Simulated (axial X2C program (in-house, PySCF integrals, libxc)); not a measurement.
# All-electron X2C curves of SnGe²⁺

What are the state, bond length, wavenumber and bond energy of SnGe²⁺, and what does spin–orbit coupling change?

Computed with an in-house X2C program for linear molecules on PySCF integrals. Level: all-electron X2C, Sn dyall-v3z, Ge dyall-v3z.

All values are calculated.

### 1 Input

task.json

```json
{
 "zs": [
  50,
  32
 ],
 "q": 2,
 "bas": [
  "dyall-v3z",
  "dyall-v3z"
 ],
 "levels": [
  "PBE0",
  "HF",
  "B97-3",
  "TPSSh"
 ],
 "cc": false,
 "r0": 2.61,
 "npts": 10,
 "nst": 2,
 "ntry": 6
}
```

Keys: zs atomic numbers; q charge; bas basis sets; levels methods (HF also brings MP2); cc coupled cluster on or off; r0 starting distance in Å; npts points asked for on the curve; nst determinants followed; ntry starts of the search.

Command:

```
> python so2c.py task.json out
```

Spin-free means the one-electron spin-free X2C Hamiltonian; two-component (2c) means X2C with spin–orbit coupling and atomic mean-field two-electron Coulomb and Gaunt terms. Basis: Sn dyall-v3z contracted to [11s12p9d1f], Ge dyall-v3z contracted to [9s9p7d1f]; Gaussian nuclei, density fitting. Masses: Sn 119.902 u, Ge 73.921 u.

Notation: σ, π±, δ± give the projection m of an orbital's angular momentum (0, ±1, ±2), α and β its spin, Λ and M_S the sums; ω is the projection of a spinor's total angular momentum and Ω the sum. Logs are in hartree.

The results follow Hamiltonian by Hamiltonian and level by level.

### 2 Search for the lowest determinant

PBE0 moves the distance from 2.610 Å to 3.251 Å and compares determinants there.

Spin-free determinants:

```csv
ΔE (eV),state,open shells
0.00,"M_S = 0, Λ = 0",closed shell
0.26,"M_S = 1, Λ = 1","beyond closed shells: σα, π+α"
0.50,"M_S = 0, Λ = 1","beyond closed shells: σα, π+β"
1.44,"M_S = 1, Λ = 0","beyond closed shells: π+α, π-α"
1.99,"M_S = 0, Λ = 2","beyond closed shells: π+α, π+β"
2.36,"M_S = 1, Λ = 0",beyond closed shells: 2 × σα
```

Two-component determinants:

```csv
ΔE (eV),state,open shells
0.00,Ω = 0,closed shell
0.39,Ω = 2,"excess of +ω over −ω: ω = 1/2, ω = 3/2"
0.39,Ω = 1,excess of +ω over −ω: 2 × ω = 1/2
0.62,Ω = 1,"excess of +ω over −ω: ω = -1/2, ω = 3/2"
2.25,Ω = 0,closed shell
2.42,Ω = 3,excess of +ω over −ω: 2 × ω = 3/2
```

### 3 PBE0, spin-free

State followed: M_S = 0, Λ = 0 (closed shell). The scan is laid around 3.251 Å, a first estimate of the minimum, and this SCF restarts from the orbitals of the search.

Output at 3.251 Å:

```text
spin-free X2C-1e  PBE0
basis functions 177  fitting functions 1057  grid points 5806
iter        total energy     max residual
   1      -8274.096230313     5.58e-05
   2      -8274.096230313     5.83e-05
   3      -8274.096230328     2.49e-06
   4      -8274.096230328     2.73e-06
converged
one-electron -11897.70129687  Coulomb 3608.98080488  exact exchange -60.49465023  xc functional -185.31896490  nuclear repulsion 260.43787680
```

Along the bond, energies from the lowest point:

```csv
R (Å),E (eV),μ (D),HOMO (eV),LUMO (eV),iterations
2.828,0.3588,2.05,-16.99,-14.97,10
2.958,0.1482,2.09,-16.80,-14.66,10
3.056,0.0579,2.13,-16.65,-14.45,10
3.154,0.0117,2.16,-16.50,-14.26,10
3.251,0.0000,2.19,-16.34,-14.10,4
3.365,0.0191,2.23,-16.16,-13.92,10
3.479,0.0641,2.27,-15.97,-13.76,10
3.625,0.1471,2.32,-15.74,-13.59,10
3.804,0.2703,2.39,-15.47,-13.40,10
4.064,0.4616,2.51,-15.11,-13.18,10
```

Dipoles are positive if Ge is the positive end and refer to the centre of mass.

Outer orbitals at the reference distance:

```json
{"symmetry": "σα", "occupied": "yes", "ε (eV)": "-24.68", "atomic character": "79% Ge s, 13% Sn s, 4% Sn p"}
{"symmetry": "σα", "occupied": "yes", "ε (eV)": "-22.77", "atomic character": "79% Sn s, 14% Ge s, 4% Ge p"}
{"symmetry": "σα", "occupied": "yes", "ε (eV)": "-16.34", "atomic character": "50% Ge p, 41% Sn p, 3% Sn s"}
{"symmetry": "π+α", "occupied": "no", "ε (eV)": "-14.10", "atomic character": "59% Ge p, 38% Sn p"}
{"symmetry": "π-α", "occupied": "no", "ε (eV)": "-14.10", "atomic character": "59% Ge p, 38% Sn p"}
{"symmetry": "π+α", "occupied": "no", "ε (eV)": "-13.01", "atomic character": "60% Sn p, 39% Ge p"}
{"symmetry": "π-α", "occupied": "no", "ε (eV)": "-13.01", "atomic character": "60% Sn p, 39% Ge p"}
```

PBE0 fields in the half plane through the axis: z from -2.4 to 5.4 Å across, distance from the axis 0.15 to 2.25 Å upwards; Sn lies at z = 0 and Ge at z = 3.251 Å; the ELF is damped to zero where the density is low.

log10 density (e/bohr³). Ten even steps from ' ' (-4.76 ) to '@' (1.82 ):
```
      ......::::::..............................      
  ....::::::::::::::::::::::::::::::::::::::::::....  
....::::--------------------------------------::::....
..::::------==========--------------======------::::..
..::----======++++++==========================----::::
::::--====++++******++++========++++++++++++====----::
::----====++**######**++++====++++**####**++++====--::
::----==++++##%%@@%%##++++++++++++**%%@@%%**++====--::
```

ELF. Ten even steps from '0' (0.00 ) to '9' (0.98 ):
```
000000000000000000000000000
000123210000001000000111000
002566532111123210012455300
026887532222345432235788840
058886322223567753234799982
289974234323578852112589996
489863477742589841463279998
599863647462589833727269998
```

Re = 3.241 Å, ωe = 129.8 cm⁻¹, ωexe = 0.324 cm⁻¹, Be = 0.03509 cm⁻¹, De = -2.38 eV, μ = 2.19 D.

### 4 HF, spin-free

The SCF at the reference distance of 3.251 Å:

```text
spin-free X2C-1e  HF
basis functions 177  fitting functions 1057  grid points 5806
iter        total energy     max residual
   1      -8270.261216130     3.31e-01
   2      -8270.297501429     1.02e-02
   3      -8270.298581892     1.18e-02
   4      -8270.298843850     3.89e-03
   5      -8270.298858271     1.87e-04
   6      -8270.298859084     1.45e-04
   7      -8270.298859163     3.08e-05
   8      -8270.298859169     3.77e-06
   9      -8270.298859169     5.43e-07
converged
one-electron -11897.25130554  Coulomb 3608.66194997  exact exchange -242.14738039  xc functional 0.00000000  nuclear repulsion 260.43787680
```

Re = 3.201 Å, ωe = 143.3 cm⁻¹, ωexe = 0.248 cm⁻¹, Be = 0.03597 cm⁻¹, De = -3.45 eV, μ = 2.03 D.

### 5 B97-3, spin-free

The SCF at the reference distance of 3.251 Å:

```text
spin-free X2C-1e  B97-3
basis functions 177  fitting functions 1057  grid points 5806
iter        total energy     max residual
   1      -8274.168017219     4.99e-02
   2      -8274.168551919     4.13e-03
   3      -8274.168587191     8.88e-03
   4      -8274.168630361     3.49e-04
   5      -8274.168631250     3.92e-04
   6      -8274.168631363     2.68e-05
   7      -8274.168631366     3.02e-05
   8      -8274.168631369     2.60e-06
converged
one-electron -11897.94878478  Coulomb 3609.23934973  exact exchange -65.16554158  xc functional -180.73153154  nuclear repulsion 260.43787680
```

Re = 3.272 Å, ωe = 127.3 cm⁻¹, ωexe = 0.325 cm⁻¹, Be = 0.03444 cm⁻¹, De = -2.32 eV, μ = 2.14 D.

### 6 TPSSh, spin-free

Output at 3.251 Å:

```text
spin-free X2C-1e  TPSSh
basis functions 177  fitting functions 1057  grid points 5806
iter        total energy     max residual
   1      -8274.408914050     2.08e-01
   2      -8274.410144823     8.96e-03
   3      -8274.410442623     4.12e-02
   4      -8274.410548359     3.97e-03
   5      -8274.410551469     3.39e-03
   6      -8274.410551994     6.63e-04
   7      -8274.410552233     5.96e-04
   8      -8274.410552275     2.23e-04
   9      -8274.410552280     5.00e-06
converged
one-electron -11896.82112802  Coulomb 3608.05942131  exact exchange -24.19298685  xc functional -221.89373552  nuclear repulsion 260.43787680
```

Re = 3.280 Å, ωe = 122.4 cm⁻¹, ωexe = 0.336 cm⁻¹, Be = 0.03427 cm⁻¹, De = -2.30 eV, μ = 2.14 D.

### 7 Correlated methods, spin-free

Correlated methods: 26 electrons correlated (frozen shells, counted by type: Sn 4 s, 3 p, 1 d; Ge 3 s, 2 p), 192 virtual spinors in MP2.

MP2: Re = 3.181 Å, ωe = 137.9 cm⁻¹, Be = 0.03643 cm⁻¹, De = -2.64 eV.

### 8 A higher determinant, spin-free

State: M_S = 1, Λ = 1 (beyond closed shells: σα, π+α).

Output at the reference distance:

```text
spin-free X2C-1e  PBE0
basis functions 177  fitting functions 1057  grid points 5806
iter        total energy     max residual
   1      -8274.086608684     4.66e-05
   2      -8274.086608697     5.71e-05
   3      -8274.086608720     1.17e-05
   4      -8274.086608721     6.86e-06
converged
one-electron -11896.82405830  Coulomb 3608.09871243  exact exchange -60.49245368  xc functional -185.30668596  nuclear repulsion 260.43787680
```

```csv
R (Å),E above the lowest PBE0 point (eV)
2.828,0.343
2.958,0.266
3.056,0.246
3.154,0.246
3.251,0.262
3.365,0.292
3.479,0.331
3.625,0.384
3.804,0.443
```

Re = 3.100 Å, ωe = 106.3 cm⁻¹, ωexe = 0.532 cm⁻¹, Be = 0.03836 cm⁻¹, μ = 1.28 D. Te = 0.24 eV.

### 9 The spin-free curves together

Energy (eV) of the followed determinant, spin-free, from each level's lowest point:

```csv
R (Å),PBE0,HF,MP2,B97-3,TPSSh
2.828,0.359,0.330,0.281,0.408,0.397
2.958,0.148,0.122,0.098,0.179,0.176
3.056,0.058,0.037,0.027,0.077,0.077
3.154,0.012,0.000,0.000,0.021,0.022
3.251,0.000,0.000,0.006,0.000,0.000
3.365,0.019,0.036,0.044,0.010,0.007
3.479,0.064,0.101,0.105,0.048,0.040
3.625,0.147,0.215,0.206,0.123,0.108
3.804,0.270,0.382,0.345,0.238,0.213
4.064,0.462,0.648,0.548,0.421,0.380
```

### 10 PBE0, 2c

State followed: Ω = 0 (closed shell). The scan is laid around 3.251 Å, a first estimate of the minimum, and this SCF restarts from the orbitals of the search.

The SCF at the reference distance of 3.251 Å:

```text
two-component X2C + atomic mean field  PBE0
basis functions 177  fitting functions 1057  grid points 5806
iter        total energy     max residual
   1      -8270.827294154     2.18e-05
   2      -8270.827294154     5.45e-06
converged
one-electron -11888.58187668  Coulomb 3607.24253644  exact exchange -60.46199164  xc functional -185.22325095  nuclear repulsion 260.43787680  atomic mean-field constant -4.24058813
```

Along the bond, energies from the lowest point:

```csv
R (Å),E (eV),μ (D),HOMO (eV),LUMO (eV),iterations
2.828,0.3560,2.25,-17.04,-15.09,15
2.958,0.1499,2.26,-16.83,-14.78,12
3.056,0.0600,2.28,-16.68,-14.57,12
3.154,0.0132,2.31,-16.53,-14.39,11
3.251,0.0000,2.34,-16.37,-14.22,2
3.365,0.0166,2.38,-16.19,-14.05,12
3.479,0.0582,2.43,-16.01,-13.91,12
3.625,0.1356,2.50,-15.79,-13.74,12
3.804,0.2496,2.60,-15.52,-13.58,13
4.064,0.4222,2.77,-15.18,-13.41,13
```

Dipoles are positive if Ge is the positive end and refer to the centre of mass.

Outer spinors at the reference distance:

```json
{"ω": "1/2", "occupied": "yes", "ε (eV)": "-24.72", "atomic character": "80% Ge s, 12% Sn s, 4% Sn p", "λ mixture": "100% σ"}
{"ω": "1/2", "occupied": "yes", "ε (eV)": "-22.74", "atomic character": "80% Sn s, 13% Ge s, 4% Ge p", "λ mixture": "100% σ"}
{"ω": "1/2", "occupied": "yes", "ε (eV)": "-16.37", "atomic character": "50% Ge p, 42% Sn p, 3% Sn s", "λ mixture": "98% σ, 2% π"}
{"ω": "1/2", "occupied": "no", "ε (eV)": "-14.22", "atomic character": "58% Ge p, 39% Sn p", "λ mixture": "99% π, 1% σ"}
{"ω": "3/2", "occupied": "no", "ε (eV)": "-14.01", "atomic character": "66% Ge p, 31% Sn p", "λ mixture": "100% π"}
{"ω": "1/2", "occupied": "no", "ε (eV)": "-13.14", "atomic character": "56% Sn p, 42% Ge p", "λ mixture": "98% π, 2% σ"}
{"ω": "3/2", "occupied": "no", "ε (eV)": "-12.84", "atomic character": "67% Sn p, 32% Ge p", "λ mixture": "100% π"}
```

PBE0 fields in the half plane through the axis: z from -2.4 to 5.4 Å across, distance from the axis 0.15 to 2.25 Å upwards; Sn lies at z = 0 and Ge at z = 3.251 Å; the ELF is damped to zero where the density is low.

log10 density (e/bohr³). Ten even steps from ' ' (-4.77 ) to '@' (1.82 ):
```
      ......::::::..............................      
  ....::::::::::::::::::::::::::::::::::::::::::....  
....::::--------------------------------------::::....
..::::------==========--------------======------::::..
..::----======++++++==========================----::::
::::--====++++******++++========++++++++++++====----::
::----====++**######**++++====++++**####**++++====--::
::----==++++##%%@@%%##++++++++++++**%%@@%%**++====--::
```

ELF. Ten even steps from ' ' (0.00 ) to '@' (0.98 ):
```
                                                      
      ..::::::..            ..            ......      
    ::++****++--::........::::::..    ..::==++++--    
  ::**%%%%**++--::::::::--==++==--::::--++##%%%%##==  
  ++%%%%%%**--::::::::--++**##**++--::--==##@@@@@@%%::
::##@@@@##==::--==--::--++##%%%%++::....::++%%@@@@@@**
==%%@@%%**--==######==::++%%@@%%==..==**--::##@@@@@@%%
++@@@@%%++--**==##==**::==%%@@%%----##::##::**@@@@@@%%
```

Re = 3.248 Å, ωe = 127.1 cm⁻¹, ωexe = 0.356 cm⁻¹, Be = 0.03495 cm⁻¹, De = -2.63 eV, μ = 2.34 D.

### 11 HF, 2c

The SCF at the reference distance of 3.251 Å:

```text
two-component X2C + atomic mean field  HF
basis functions 177  fitting functions 1057  grid points 5806
iter        total energy     max residual
   1      -8266.990018108     3.76e-01
   2      -8267.026359655     1.02e-02
   3      -8267.027475530     1.36e-02
   4      -8267.027751867     4.07e-03
   5      -8267.027775638     4.94e-04
   6      -8267.027783786     8.56e-04
   7      -8267.027787746     4.89e-04
   8      -8267.027788993     7.98e-05
   9      -8267.027789291     7.27e-05
  10      -8267.027789412     5.75e-05
  11      -8267.027789593     4.18e-05
  12      -8267.027789728     3.84e-05
  13      -8267.027789780     2.11e-05
  14      -8267.027789787     5.19e-06
  15      -8267.027789788     1.01e-06
converged
one-electron -11888.11256364  Coulomb 3606.90425112  exact exchange -242.01676593  xc functional 0.00000000  nuclear repulsion 260.43787680  atomic mean-field constant -4.24058813
```

Re = 3.202 Å, ωe = 142.1 cm⁻¹, ωexe = 0.262 cm⁻¹, Be = 0.03595 cm⁻¹, De = -3.94 eV, μ = 2.16 D.

### 12 B97-3, 2c

The SCF at the reference distance of 3.251 Å:

```text
two-component X2C + atomic mean field  B97-3
basis functions 177  fitting functions 1057  grid points 5806
iter        total energy     max residual
   1      -8270.899519280     5.08e-02
   2      -8270.900054934     4.13e-03
   3      -8270.900090377     9.06e-03
   4      -8270.900133630     3.51e-04
   5      -8270.900134573     4.06e-04
   6      -8270.900134706     2.80e-05
   7      -8270.900134719     5.10e-05
   8      -8270.900134730     1.23e-05
   9      -8270.900134741     1.88e-05
  10      -8270.900134741     1.83e-06
converged
one-electron -11888.82945812  Coulomb 3607.50118005  exact exchange -65.13036534  xc functional -180.63878000  nuclear repulsion 260.43787680  atomic mean-field constant -4.24058813
```

Re = 3.279 Å, ωe = 124.4 cm⁻¹, ωexe = 0.358 cm⁻¹, Be = 0.03428 cm⁻¹, De = -2.62 eV, μ = 2.30 D.

### 13 TPSSh, 2c

The SCF at the reference distance of 3.251 Å:

```text
two-component X2C + atomic mean field  TPSSh
basis functions 177  fitting functions 1057  grid points 5806
iter        total energy     max residual
   1      -8271.137458740     2.07e-01
   2      -8271.138703055     8.83e-03
   3      -8271.139004884     4.12e-02
   4      -8271.139112052     3.95e-03
   5      -8271.139112907     1.58e-03
   6      -8271.139115323     7.90e-04
   7      -8271.139115494     2.95e-04
   8      -8271.139115840     1.14e-04
   9      -8271.139115930     2.79e-05
  10      -8271.139115985     1.38e-05
  11      -8271.139115988     5.30e-06
converged
one-electron -11887.69767195  Coulomb 3606.31727503  exact exchange -24.17994012  xc functional -221.77606763  nuclear repulsion 260.43787680  atomic mean-field constant -4.24058813
```

Re = 3.288 Å, ωe = 119.7 cm⁻¹, ωexe = 0.365 cm⁻¹, Be = 0.0341 cm⁻¹, De = -2.45 eV, μ = 2.27 D.

### 14 Correlated methods, 2c

Correlated methods: 26 electrons correlated (frozen shells, counted by type: Sn 4 s, 3 p, 1 d; Ge 3 s, 2 p), 192 virtual spinors in MP2.

MP2: Re = 3.185 Å, ωe = 136.0 cm⁻¹, Be = 0.03635 cm⁻¹, De = -3.06 eV.

### 15 A higher determinant, 2c

State: Ω = 2 (excess of +ω over −ω: ω = 1/2, ω = 3/2).

Output at the reference distance:

```text
two-component X2C + atomic mean field  PBE0
basis functions 177  fitting functions 1057  grid points 5806
iter        total energy     max residual
   1      -8270.813010081     8.29e-05
   2      -8270.813010095     4.24e-05
   3      -8270.813010107     1.65e-05
   4      -8270.813010108     8.17e-06
converged
one-electron -11887.56522987  Coulomb 3606.22580743  exact exchange -60.46041915  xc functional -185.21045719  nuclear repulsion 260.43787680  atomic mean-field constant -4.24058813
```

```csv
R (Å),E above the lowest PBE0 point (eV)
2.828,0.476
2.958,0.398
3.056,0.376
3.154,0.375
3.251,0.389
3.365,0.417
3.479,0.451
3.625,0.496
3.804,0.536
```

Re = 3.108 Å, ωe = 104.2 cm⁻¹, ωexe = 0.621 cm⁻¹, Be = 0.03817 cm⁻¹, μ = 1.13 D. Te = 0.37 eV.

### 16 The 2c curves together

Energy (eV) of the followed determinant, 2c, from each level's lowest point:

```csv
R (Å),PBE0,HF,MP2,B97-3,TPSSh
2.828,0.356,0.324,0.277,0.405,0.398
2.958,0.150,0.121,0.098,0.181,0.179
3.056,0.060,0.037,0.028,0.079,0.080
3.154,0.013,0.000,0.000,0.022,0.023
3.251,0.000,0.000,0.005,0.000,0.000
3.365,0.017,0.035,0.041,0.008,0.005
3.479,0.058,0.099,0.100,0.042,0.035
3.625,0.136,0.211,0.196,0.111,0.098
3.804,0.250,0.373,0.328,0.217,0.195
4.064,0.422,0.630,0.514,0.381,0.347
```

Time for the job: 4.4 min (1 thread of Arm Neoverse N1, shared host); peak memory 0.4 GiB.

### 17 Constants

Lowest determinant that the search found at its distance, spin-free: M_S = 0, Λ = 0 (closed shell).

Lowest determinant that the search found at its distance, 2c: Ω = 0 (closed shell).

| Hamiltonian | level | Re (Å) | ωe (cm⁻¹) | De (eV) | μ (D) |
| --- | --- | --- | --- | --- | --- |
| spin-free | PBE0 | 3.241 | 129.8 | -2.38 | 2.19 |
| spin-free | HF | 3.201 | 143.3 | -3.45 | 2.03 |
| spin-free | MP2 | 3.181 | 137.9 | -2.64 | n/a |
| spin-free | B97-3 | 3.272 | 127.3 | -2.32 | 2.14 |
| spin-free | TPSSh | 3.280 | 122.4 | -2.30 | 2.14 |
| 2c | PBE0 | 3.248 | 127.1 | -2.63 | 2.34 |
| 2c | HF | 3.202 | 142.1 | -3.94 | 2.16 |
| 2c | MP2 | 3.185 | 136.0 | -3.06 | n/a |
| 2c | B97-3 | 3.279 | 124.4 | -2.62 | 2.30 |
| 2c | TPSSh | 3.288 | 119.7 | -2.45 | 2.27 |

Dipoles are positive if Ge is the positive end and refer to the centre of mass.

Time per point (s) on 1 thread of Arm Neoverse N1, shared host (2c runs); the times are rough: PBE0 1.2, HF 0.9, MP2 1.4, B97-3 1.2, TPSSh 2.

**Reading.** At MP2, going from spin-free to two-component changes Re by +3 mÅ, ωe by -1.4 %; the spin-free picture holds up (part of it comes from the scalar share of the two-electron terms). It costs about 1.9 times the time. De moves by -0.42 eV; both De rest on single-determinant atoms, which can miss part of an open shell's spin–orbit lowering. De is negative at PBE0, HF, MP2, B97-3, TPSSh: there the minimum lies above the ground-state fragments.

De refers to Sn+ + Ge+, each in the lowest determinant found, which need not be this curve's own limit. Each curve is one determinant whose occupation by symmetry is held fixed; it was picked as the lowest of a PBE0 search that is not exhaustive. Closed shells are restricted here (equal orbitals for both partners), which fails at long range if the bond breaks into open shells. De is counted from the lowest determinant-based energies of the atoms at the same level, without counterpoise correction. The meta-GGAs lack a current-density term, which matters for open shells with orbital currents, atoms included.
